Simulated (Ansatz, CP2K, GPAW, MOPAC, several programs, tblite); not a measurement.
## What each method gives for BaZrO3 (cubic perovskite)

BaZrO3 in the cubic perovskite structure, relaxed with r2SCAN in Ansatz, was computed with several methods. The symmetry is Pm-3m (No. 221, cubic); conventional cell a = 4.205 Å, 14.87 Å³ an atom. Ba has 12 O at 2.97 Å; Zr has 6 O at 2.10 Å; O has 2 Zr at 2.10 Å and 4 Ba at 2.97 Å. The values are computed, spin-unpolarised, and not measurements.

```xyz
5
Lattice="4.2054 0.0000 0.0000 0.0000 4.2054 0.0000 0.0000 0.0000 4.2054" Properties=species:S:1:pos:R:3 pbc="T T T"
Ba    0.0000    0.0000    0.0000
Zr    2.1027    2.1027    2.1027
O     2.1027    2.1027    0.0000
O     2.1027    0.0000    2.1027
O     0.0000    2.1027    2.1027
```

Gaps and times are for a single point on this cell; volume and bulk modulus come from each method's own relaxation or energy curve at fixed shape. Times are rough, from shared hosts (Intel Xeon Platinum 8375C CPU @ 2.90GHz), and each method has its own mesh and cell size. A dagger marks a closed or tiny gap in a crystal that DFT finds insulating: a failure of the method or a wrong SCF state. PM6 (MOPAC): levels, charges or heat of formation failed a check of plausibility, so no values are given. PM6 (MOPAC), PM7 (MOPAC), GFN2-xTB (tblite) treat a cluster of cells at its zone centre, which samples few k points: where these miss a band edge, the gap comes out too large for that reason alone. Gaps from k meshes are read at a limited set of points (mesh, symmetry points, PBE's band edges), so each method's own least gap may be somewhat smaller. xTB and the PM methods were fitted mostly to molecules, and can miss a solid's gap by electronvolts. Minimal bases can be far off for gaps. GLLB-SC's gap includes the derivative discontinuity. d marks a direct gap, i an indirect one (no mark: not told apart), a dash a value that wasn't computed or didn't pass its checks.

```tsv
method	kind	gap (eV)	own volume (Å³/atom)	bulk modulus (GPa)	atoms computed	processor time
light PBE (260 eV and a coarse mesh)	light plane-wave	2.85 i	–	–	5	1 s
PBE	semilocal	3.22 i	15.11	149	5	2.8 s
PM7 (MOPAC)	semi-empirical	3.04	–	–	40	3.6 s
r2SCAN	semilocal	3.73 i	14.87	163	5	6.6 s
GFN2-xTB (tblite)	tight binding	0.00†	–	–	40	8.7 s
GLLB-SC (GPAW)	model potential	6.15	–	–	5	12 s
PBE/SZV (CP2K)	small basis	2.23 d	15.93	144	5	18 s
PM6 (MOPAC)	semi-empirical	–	–	–	40	25 s
PBE/DZVP (CP2K)	small basis	3.08 i	15.20	151	5	52 s
```

Against r2SCAN (3.73 eV) and with closed or daggered gaps left aside, the nearest gap at the points sampled is that of PBE (-0.51 eV) and the farthest that of GLLB-SC (GPAW) (+2.42 eV). r2SCAN is only a yardstick of convenience: semilocal gaps usually lie below measured ones, which GLLB-SC and hybrids aim to mend.

Volumes against r2SCAN's: PBE +1.6 %, PBE/SZV (CP2K) +7.1 %, PBE/DZVP (CP2K) +2.2 %.

Runs without a result: GFN1-xTB (tblite) (single point).

Spin-orbit coupling is left out.
